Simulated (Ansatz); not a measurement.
# B3P2: the cost of one run

Method: DFT PBE, scalar-relativistic, plane waves, PAW, in Ansatz 0.2.0.

### 1 Starting point

The structure is tetragonal, space group P4/mbm (No. 127). The conventional cell has a = 6.324 Å, b = 6.324 Å, c = 3.177 Å, α = 90.00°, β = 90.00°, γ = 90.00°. Around B (site symmetry 4/m) lie 4 P at 2.52 Å and 8 B at 2.81 Å. B (site symmetry m2m) has 6 P at 2.39 to 2.50 Å as nearest neighbours. P (site symmetry m2m) is surrounded by 1 P at 2.15 Å and 8 B at 2.39 to 2.52 Å.

Structure file:

```xyz
10
Lattice="6.3242 0.0000 0.0000 0.0000 6.3242 0.0000 0.0000 0.0000 3.1772" Properties=species:S:1:pos:R:3 pbc="T T T"
B     0.0000    0.0000    0.0000
B     3.1621    3.1621    0.0000
B     1.1384    4.3005    1.5886
B     2.0238    1.1384    1.5886
B     5.1859    2.0238    1.5886
B     4.3005    5.1859    1.5886
P     2.4032    5.5653    0.0000
P     0.7589    2.4032    0.0000
P     3.9210    0.7589    0.0000
P     5.5653    3.9210    0.0000
```

This is candidate A: Zr3Ga2 type (P4/mbm, No. 127).

(A quick probe on a coarse mesh, which set the mesh and smearing, is not shown.)

### 3 Coarse relaxation (candidate A)

input.yaml reads:

```yaml
crystal:
  lattice:
    - [6.3242276401, 0.0, 0.0]
    - [0.0, 6.3242276401, 0.0]
    - [0.0, 0.0, 3.1771735538]
  atoms:
    - { symbol: B, position: [0.0, 0.0, 0.0] }
    - { symbol: B, position: [0.5, 0.5, 0.0] }
    - { symbol: B, position: [0.18, 0.68, 0.5] }
    - { symbol: B, position: [0.32, 0.18, 0.5] }
    - { symbol: B, position: [0.82, 0.32, 0.5] }
    - { symbol: B, position: [0.68, 0.82, 0.5] }
    - { symbol: P, position: [0.38, 0.88, 0.0] }
    - { symbol: P, position: [0.12, 0.38, 0.0] }
    - { symbol: P, position: [0.62, 0.12, 0.0] }
    - { symbol: P, position: [0.88, 0.62, 0.0] }
basis:
  ecutwfc: 420
kpoints:
  mp_grid: { grid: [4, 4, 6] }
hamiltonian:
  xc: pbe
scf:
  occupations: { method: gaussian, width: 0.1 }
  lower_state_search: "off"
output:
  forces: true
  stress: true
  eigenvalues: true
relax:
  adjacent_minimum: "off"
  f_tol: 0.04
  max_steps: 70
  cell: { stress_tol: 0.4 }
```

Launch:

```bash
$ ansatz run input.yaml --threads 1 --pin off --max-ram 2560MiB --backend cpu --events-out ev --progress --plain --runs-dir out
```

**Question.** How long does this run take on 1 thread of Arm Neoverse V1, shared host, and how much memory does it need?

About 2 min, with a peak of 0.38 GiB.
